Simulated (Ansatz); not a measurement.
# C2H9ClSi3: the cost of one run

Program: Ansatz 0.2.0. Level of theory: RKS PBE/6-31G*. These are calculated values, not measurements.

### Step 1. The starting structure

Bond lengths: Si1–Si2 2.364 Å, Si2–C3 1.826 Å, C3–Cl4 1.824 Å, Si2–C5 1.769 Å, C5–Si6 1.790 Å, Si1–H7 1.440 Å, Si1–H8 1.510 Å, Si1–H9 1.515 Å, C3–H10 1.106 Å, C3–H11 1.129 Å, C5–H12 1.062 Å, C5–H13 1.090 Å, Si6–H14 1.470 Å, Si6–H15 1.500 Å. Angles (14 of 24 angles, heavy atoms first): Si1–Si2–C3 106.0°, Si1–Si2–C5 116.2°, C3–Si2–C5 116.5°, Si2–C3–Cl4 111.2°, Si2–C5–Si6 103.2°, Si2–Si1–H7 109.7°, Si2–Si1–H8 105.5°, Si2–Si1–H9 109.5°, Si2–C3–H10 114.1°, Si2–C3–H11 114.3°, Cl4–C3–H10 104.4°, Cl4–C3–H11 106.7°, Si2–C5–H12 114.4°, Si2–C5–H13 116.4°.

Structure file:

```xyz
15

Si   -1.0548   -1.8609    0.2328
Si    0.1704   -0.1725   -0.8792
C     1.8612   -0.2436   -0.1935
Cl    2.8472   -1.5486   -1.0018
C    -0.5874    1.4248   -0.9499
Si   -0.7503    1.8767    0.7742
H    -0.6535   -3.1548   -0.2554
H    -2.5025   -1.6016   -0.1103
H    -0.8786   -1.7117    1.7303
H     2.4496    0.6803   -0.3456
H     1.9036   -0.4449    0.9164
H    -1.5270    1.4430   -1.4455
H    -0.0564    2.1889   -1.5173
H     0.5001    2.0206    1.5339
H    -1.7435    1.0534    1.5401
```

### Step 2. Relaxing end A

Input file input.yaml:

```yaml
crystal:
  periodic: [false, false, false]
  atoms:
    - { symbol: Si, position_ang: [-1.0548, -1.8609, 0.2328] }
    - { symbol: Si, position_ang: [0.1704, -0.1725, -0.8792] }
    - { symbol: C, position_ang: [1.8612, -0.2436, -0.1935] }
    - { symbol: Cl, position_ang: [2.8472, -1.5486, -1.0018] }
    - { symbol: C, position_ang: [-0.5874, 1.4248, -0.9499] }
    - { symbol: Si, position_ang: [-0.7503, 1.8767, 0.7742] }
    - { symbol: H, position_ang: [-0.6535, -3.1548, -0.2554] }
    - { symbol: H, position_ang: [-2.5025, -1.6016, -0.1103] }
    - { symbol: H, position_ang: [-0.8786, -1.7117, 1.7303] }
    - { symbol: H, position_ang: [2.4496, 0.6803, -0.3456] }
    - { symbol: H, position_ang: [1.9036, -0.4449, 0.9164] }
    - { symbol: H, position_ang: [-1.527, 1.443, -1.4455] }
    - { symbol: H, position_ang: [-0.0564, 2.1889, -1.5173] }
    - { symbol: H, position_ang: [0.5001, 2.0206, 1.5339] }
    - { symbol: H, position_ang: [-1.7435, 1.0534, 1.5401] }
basis:
  gaussian: { orbitals: "6-31G*" }
hamiltonian:
  xc: pbe
relax:
  f_tol: 0.02
  max_steps: 50
```

On the command line:

```bash
> ansatz run input.yaml --threads 2 --pin off --max-ram 3072MiB --backend cpu --events-out ev --progress --plain --runs-dir out
```

**Question.** How long does this run take on 2 threads of AMD EPYC 7R43 (Zen 3), shared host, and how much memory does it need?

About 64 s, with a peak of 0.2 GiB.
